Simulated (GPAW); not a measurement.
Crystal: MoS2.

```xyz
6
Lattice="3.1610 0.0000 0.0000 -1.5805 2.7375 0.0000 0.0000 0.0000 12.2950" Properties=species:S:1:pos:R:3 pbc="T T T"
Mo    0.0000    1.8250    3.0737
Mo    1.5805    0.9125    9.2212
S     0.0000    1.8250    7.7151
S     1.5805    0.9125    1.5676
S     0.0000    1.8250   10.7274
S     1.5805    0.9125    4.5799
```

Base run:

```yaml
Program: GPAW 26.7.0
Functional: GLLB-SC
Potentials_or_basis: the program's PAW data sets (release 1.2.1) made for this functional
Cutoff: 600 eV
Basis: pw
k_mesh: 6 × 6 × 2
Occupations: fermi-dirac, width 0.05 eV
Spin: no spin polarisation
```

Its results: band gap on the k mesh, kohn-sham part alone 0.79 eV, indirect (least direct gap 1.56 eV).

**Question.** The run is repeated on the same cell with these changes: functional from GLLB-SC to LDA; spin from no spin polarisation to spin-orbit coupling, no magnetisation. What comes out?

**Answer.** Band gap on the k mesh 0.66 eV, indirect (least direct gap 1.52 eV).

Several settings changed at once, so the effect can't be laid on one alone.

Caveats: a model potential gives levels but no total energy (some runs); spin-orbit coupling was added after a scalar SCF, so levels and gaps hold it while energy, forces, pressure and moments don't (some runs); this program's spin-orbit splittings come out too wide for heavy elements (some runs).
